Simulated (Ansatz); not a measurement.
# Hf: response to strain

Hf is deformed so: equal xy, yz and zx engineering shear strains of +3 %. What stress and forces result, by LAPW and PAW?

Method: DFT PBEsol, scalar-relativistic, in Ansatz 0.2.0.

6 further runs of the same task are left out: 6 that didn't finish.

**1. The system as given**

Symmetry: P6_3/mmc, No. 194, hexagonal system. The conventional cell has a = 3.197 Å, b = 3.197 Å, c = 5.058 Å, α = 90.00°, β = 90.00°, γ = 120.00°. Hf (site symmetry -6m2) has 12 Hf at 3.13 to 3.20 Å as nearest neighbours.

Structure file:

```
CELL_PARAMETERS angstrom
3.19670 0.00000 0.00000
-1.59835 2.76842 0.00000
0.00000 0.00000 5.05780
ATOMIC_POSITIONS crystal
Hf 0.33333 0.66667 0.25000
Hf 0.66667 0.33333 0.75000
```

Atoms are numbered in the order of the input: Hf1, Hf2.

**2. The deformed structure**

Space group P6_3/mmc before, P-1 after.

**3. All-electron LAPW**

Contents of input.yaml:

```yaml
crystal:
  lattice:
    - [3.1966985242, 0.0479504779, 0.0479504779]
    - [-1.5568229302, 2.7444468913, 0.017551093]
    - [0.075867, 0.075867, 5.0578]
  atoms:
    - { symbol: Hf, position: [0.3333333333, 0.6666666667, 0.25] }
    - { symbol: Hf, position: [0.6666666667, 0.3333333333, 0.75] }
kpoints:
  mp_grid: { grid: [13, 13, 7] }
  band_path:
    path:
      - [0.0, 0.0, 0.0]
      - [0.0, -0.5, 0.0]
      - [0.0, 0.0, 0.5]
      - [0.0, 0.0, 0.0]
      - [-0.5, 0.0, 0.0]
      - [-0.5, 0.5, -0.5]
      - [0.0, 0.0, 0.0]
      - [-0.5, 0.0, -0.5]
      - [-0.5, 0.5, 0.0]
    npoints: 5
scf:
  occupations: { method: fermi_dirac, width: 0.05 }
hamiltonian:
  xc: pbesol
  pseudopotentials: { kind: all_electron, lapw: { basis_error: 0.0005 } }
output:
  forces: true
  stress: true
  eigenvalues: true
```

Command:

```bash
$ ansatz run input.yaml --threads 1 --pin off --max-ram 3072MiB --backend cpu --events-out ev --progress --plain --runs-dir out
```

**4. Frozen-core PAW**

Contents of input.yaml:

```yaml
crystal:
  lattice:
    - [3.1966985242, 0.0479504779, 0.0479504779]
    - [-1.5568229302, 2.7444468913, 0.017551093]
    - [0.075867, 0.075867, 5.0578]
  atoms:
    - { symbol: Hf, position: [0.3333333333, 0.6666666667, 0.25] }
    - { symbol: Hf, position: [0.6666666667, 0.3333333333, 0.75] }
kpoints:
  mp_grid: { grid: [13, 13, 7] }
scf:
  occupations: { method: fermi_dirac, width: 0.05 }
hamiltonian:
  xc: pbesol
  pseudopotentials: { kind: paw }
output:
  forces: true
  stress: true
  eigenvalues: true
  efg: { contact_densities: true }
  write_density: true
  write_potential: true
  elf: true
  volumetric_format: npy
```

(Steps that only read results are left out.)

Q: Predict the outcome of this session. Wanted: pressure; largest shear or deviatoric stress.

The runs gave:

```
                                 quantity                      value
                                 pressure  LAPW -3.66, PAW -3.68 GPa
largest shear or deviatoric stress (LAPW)                   1.86 GPa
```

What this shows: The largest part of the stress beyond the pressure is 1.86 GPa in size, in the xy component; the atoms are carried along and not relaxed. No run of the undeformed cell stands beside it, so the pressure holds what the given cell had before the change. PAW: stress within 0.02 GPa of LAPW, forces within 1 meV/Å. Spin-orbit coupling is left out, though the cell holds Hf; in elements this heavy it can shift bands and gaps by tenths of an eV.
